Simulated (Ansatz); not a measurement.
# SiI₄: how energies converge with the basis set

The task here is to estimate one member of a computed series from the others.

Method: one geometry, several basis sets; program: Ansatz 0.2.0, Gaussian basis.

The runs, in order: PBE0-D4/def2-SVP; ωB97M-V/def2-SVP; PBE0-D4/def2-QZVPP; ωB97M-V/def2-QZVPP; the functionals' def2-TZVPP values are taken from earlier runs.

1 further run of the same task is left out (it didn't finish).

### Structure used throughout

An earlier PBE0-D4 in a triple-zeta def2 set relaxation fixed the geometry. I takes the def2 core potential; no spin-orbit term is included.

SMILES `I[Si](I)(I)I`, 5 atoms, charge 0, spin multiplicity 1.

Atoms are counted from 1 here; the program's logs count them from 0.

Bond lengths: I1–Si2 2.429 Å, Si2–I3 2.429 Å, Si2–I4 2.429 Å, Si2–I5 2.429 Å. Angles: I1–Si2–I3 109.5°, I1–Si2–I4 109.5°, I1–Si2–I5 109.5°, I3–Si2–I4 109.5°, I3–Si2–I5 109.5°, I4–Si2–I5 109.5°.

The first run:

Contents of in.yaml:

```yaml
crystal:
  periodic: [false, false, false]
  atoms:
    - {symbol: I, position_ang: [-1.160163, -0.000925, 2.119707]}
    - {symbol: Si, position_ang: [0.009992, -0.014737, -0.008262]}
    - {symbol: I, position_ang: [2.067507, -1.286651, 0.207562]}
    - {symbol: I, position_ang: [-1.399956, -1.037109, -1.700748]}
    - {symbol: I, position_ang: [0.532521, 2.265721, -0.659558]}
basis:
  gaussian: {orbitals: def2-SVP}
hamiltonian: {xc: pbe0, dispersion: d4}
output: {orbitals: {seedname: orbitals}}
```

On the command line:

```sh
ansatz run in.yaml --threads 2 --pin off --events-out ev --progress --plain --max-ram 32768MiB --backend cpu
```

Steps of the session up to this table: PBE0-D4 in def2-SVP; ωB97M-V in def2-SVP; PBE0-D4 in def2-QZVPP; ωB97M-V in def2-QZVPP.

One table of the session follows, with a row left open; its other results are not shown here.

It belongs to the step «Functionals by basis». 

```
functional       basis  HOMO (eV)  LUMO (eV)
   PBE0-D4    def2-SVP      -7.68      -2.61
   PBE0-D4  def2-TZVPP      -7.69      -2.61
   PBE0-D4  def2-QZVPP      -7.70      -2.63
   ωB97M-V    def2-SVP      -9.74      -0.79
   ωB97M-V  def2-TZVPP      -9.78      -0.85
   ωB97M-V  def2-QZVPP          ?          ?
```

Estimate the missing values for ωB97M-V, def2-QZVPP.

The run gave: HOMO (eV): -9.79; LUMO (eV): -0.89. In the column «HOMO (eV)» it is the lowest.
